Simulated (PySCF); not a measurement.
# SiS(OH)₂: a ladder of methods

How much do the numbers for SiS(OH)₂ (singlet) hang on the method? All levels run at one geometry, the PBE0 minimum.

Program: PySCF 2.14.0. Level of theory: several methods, basis Si def2-TZVP, S def2-TZVP, O def2-TZVP, H def2-TZVP, no relativity, density fitting. These are calculated values, not measurements.

## (1) Starting geometry

6 atoms, charge 0, spin multiplicity 1.

Bond lengths: Si1–S2 1.930 Å, Si1–O3 1.626 Å, Si1–O4 1.614 Å, O3–H5 0.961 Å, O4–H6 0.961 Å. Angles: S2–Si1–O3 127.8°, S2–Si1–O4 127.4°, O3–Si1–O4 104.8°, Si1–O3–H5 114.9°, Si1–O4–H6 116.6°.

```xyz
6
charge 0 multiplicity 1
Si    0.1228    0.2672    0.0000
S    -0.7518   -1.4538    0.0000
O     1.7197    0.5729    0.0000
O    -0.5768    1.7222    0.0000
H     2.2817   -0.2072    0.0000
H     0.0117    2.4825    0.0000
```

## (2) PBE0

One driver script runs all steps and calls PySCF; scf.py shows the equivalent input of each level. Each SCF starts from the density of the minimum. The driver also runs the species with one electron less or more at the same geometry (cation multiplicity 2); their logs are not shown.

scf.py reads:

```python
from pyscf import gto, scf, dft
mol = gto.M(atom='''
Si     0.122810     0.267219     0.000000
S     -0.751772    -1.453769     0.000000
O      1.719741     0.572860     0.000000
O     -0.576813     1.722233     0.000000
H      2.281689    -0.207241     0.000000
H      0.011705     2.482533     0.000000''',
    basis={'Si': 'def2-TZVP', 'S': 'def2-TZVP', 'O': 'def2-TZVP', 'H': 'def2-TZVP'},
    charge=0, spin=0)
mf = dft.RKS(mol, xc='PBE0')
mf.grids.atom_grid = (99, 590)
aux = {'Si': 'def2-universal-JKFIT', 'S': 'def2-universal-JKFIT', 'O': 'def2-universal-JKFIT', 'H': 'def2-universal-JKFIT'}
mf = mf.density_fit(auxbasis=aux)
mf.kernel()
```

## (3) HF

scf.py: that of step 2 with these lines changed.

```diff
@@ -11,2 +11 @@
-mf = dft.RKS(mol, xc='PBE0')
-mf.grids.atom_grid = (99, 590)
+mf = scf.RHF(mol)
```

## (4) MP2

scf.py: that of step 3 with these lines changed.

```diff
@@ -14,0 +15,2 @@
+from pyscf.mp import dfmp2
+dfmp2.DFMP2(mf, frozen=12).kernel()  # the driver gives MP2 a fitting basis of its own (RI)
```

## (5) PBE

scf.py: that of step 4 with these lines changed.

```diff
@@ -11 +11,2 @@
-mf = scf.RHF(mol)
+mf = dft.RKS(mol, xc='PBE')
+mf.grids.atom_grid = (99, 590)
@@ -15,2 +15,0 @@
-from pyscf.mp import dfmp2
-dfmp2.DFMP2(mf, frozen=12).kernel()  # the driver gives MP2 a fitting basis of its own (RI)
```

## (6) CCSD(T)

scf.py: that of step 5 with these lines changed.

```diff
@@ -11,2 +11 @@
-mf = dft.RKS(mol, xc='PBE')
-mf.grids.atom_grid = (99, 590)
+mf = scf.RHF(mol)
@@ -15,0 +15,3 @@
+from pyscf import cc
+mycc = cc.CCSD(mf, frozen=12).run()
+mycc.ccsd_t()
```

## (7) r2SCAN

scf.py: that of step 6 with these lines changed.

```diff
@@ -11 +11,2 @@
-mf = scf.RHF(mol)
+mf = dft.RKS(mol, xc='R2SCAN')
+mf.grids.atom_grid = (99, 590)
@@ -15,3 +15,0 @@
-from pyscf import cc
-mycc = cc.CCSD(mf, frozen=12).run()
-mycc.ccsd_t()
```

## (8) B3LYP

scf.py: that of step 7 with these lines changed.

```diff
@@ -11 +11 @@
-mf = dft.RKS(mol, xc='R2SCAN')
+mf = dft.RKS(mol, xc='B3LYP')
```

## (9) TPSSh

scf.py: that of step 8 with these lines changed.

```diff
@@ -11 +11 @@
-mf = dft.RKS(mol, xc='B3LYP')
+mf = dft.RKS(mol, xc='TPSSH')
```

## (10) M06

scf.py: that of step 9 with these lines changed.

```diff
@@ -11 +11 @@
-mf = dft.RKS(mol, xc='TPSSH')
+mf = dft.RKS(mol, xc='M06')
```

(Steps that only read results are left out.)

**Question.** What will these runs give? Wanted: atomisation energy, CCSD(T) in this basis; vertical ionisation energy, range; gap, range; T1, D1.

The runs gave:

| quantity | value |
| --- | --- |
| atomisation energy, CCSD(T) in this basis | 2226 kJ/mol |
| vertical ionisation energy, range | 8.45 (HF) to 9.67 (MP2) eV |
| gap, range | 4.36 (PBE) to 12.35 (HF) eV |
| T1, D1 | 0.013, 0.042 |

The functionals' atomisation energies stand +39 kJ/mol (TPSSh) to +130 kJ/mol (PBE) from CCSD(T); part of that is the slow basis convergence of CCSD(T), which would bind more at its limit. HF lacks the correlation that pairing electrons in bonds brings, so it binds too weakly, by 667 kJ/mol even against this CCSD(T).
